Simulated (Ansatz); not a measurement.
## LiBe in Ansatz: the effect of functional

LiBe:

```
Be Li
1.0
     2.81115    0.00000    0.00000
     0.00000    2.81115    0.00000
     0.00000    0.00000    2.81115
Be Li
1 1
Direct
  0.50000 0.50000 0.50000
  0.00000 0.00000 0.00000
```

The cell comes from a database or a generator and needn't be the stable form of this composition.

Alike in all runs:

| Item | Value |
| --- | --- |
| Program | Ansatz 0.2.0 |
| Task | band structure |
| Potentials or basis | all-electron LAPW, scalar-relativistic |
| Basis error allowed | 0.001 eV/atom |
| k mesh | 9 × 9 × 9 |
| Occupations | fermi-dirac, width 0.05 eV |
| Spin | no spin polarisation |

| functional | cutoff | pressure (GPa) |
| --- | --- | --- |
| LDA | 118 eV (chosen from the basis error) | -2.7 |
| PBEsol | 117 eV (chosen from the basis error) | ? |
| RPBE | 117 eV (chosen from the basis error) | 2.2 |
| revPBE | 117 eV (chosen from the basis error) | 2.0 |
| BLYP | 117 eV (chosen from the basis error) | 1.1 |

Problem. What does the run with functional PBEsol give?

Solution. Pressure -0.3 GPa.

Runs at the PBE level aren't shown here.
